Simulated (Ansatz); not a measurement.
# Cs (hcp type): a single-point run

Wanted: a converged single-point run for Cs (hcp type), and a check of what comes out. The structure is shown as the input types it.

Method: DFT, PBEsol, all-electron LAPW, scalar-relativistic, in Ansatz 0.2.0.

2 further runs of the same task are left out: 2 that didn't finish. Runs told in other sessions of the task aren't counted.

### 1 The system as given

Symmetry: P6_3/mmc, No. 194, hexagonal system. The conventional cell has a = 5.252 Å, b = 5.252 Å, c = 8.508 Å, α = 90.00°, β = 90.00°, γ = 120.00°.

As a file:

```cif
data_structure
_symmetry_space_group_name_H-M 'P6_3/mmc'
_symmetry_Int_Tables_number 194
_cell_length_a 5.2518
_cell_length_b 5.2518
_cell_length_c 8.5080
_cell_angle_alpha 90.000
_cell_angle_beta 90.000
_cell_angle_gamma 120.000
_cell_volume 203.22
loop_
_atom_site_label
_atom_site_type_symbol
_atom_site_symmetry_multiplicity
_atom_site_Wyckoff_symbol
_atom_site_fract_x
_atom_site_fract_y
_atom_site_fract_z
_atom_site_occupancy
Cs1 Cs 2 c 0.33333 0.66667 0.25000 1
```

### 2 The run

input.yaml reads:

```yaml
crystal:
  lattice:
    - [5.2518221549, 0.0, 0.0]
    - [-2.6259110775, 4.5482114023, 0.0]
    - [0.0, 0.0, 8.507951891]
  atoms:
    - { symbol: Cs, position: [0.3333333333, 0.6666666667, 0.25] }
    - { symbol: Cs, position: [0.6666666667, 0.3333333333, 0.75] }
kpoints:
  mp_grid: { grid: [8, 8, 5] }
  band_path:
    path:
      - [0.0, 0.0, 0.0]
      - [0.5, 0.0, 0.0]
      - [0.3333333333, 0.3333333333, 0.0]
      - [0.0, 0.0, 0.0]
      - [0.0, 0.0, 0.5]
      - [0.5, 0.0, 0.5]
      - [0.3333333333, 0.3333333333, 0.5]
      - [0.0, 0.0, 0.5]
      - [0.5, 0.0, 0.5]
    npoints: 8
scf:
  occupations: { method: fermi_dirac, width: 0.08 }
  max_iter: 75
hamiltonian:
  xc: pbesol
  pseudopotentials: { kind: all_electron, lapw: { basis_error: 0.001 } }
output:
  forces: true
  stress: true
  eigenvalues: true
  populations: true
total_charge: 6
```

Started as:

```
$ ansatz run input.yaml --threads 1 --pin off --max-ram 2048MiB --backend cpu --events-out ev --progress --plain --runs-dir out
```

**Question.** How will this run end, and is anything wrong with its input?

The run converged and reported no error. That alone doesn't make the input a sound one.

Look at the input: total_charge is 6. The net charge is not the one intended, so the run treats another number of electrons.

Run again and compare: delete total_charge (the default then holds).
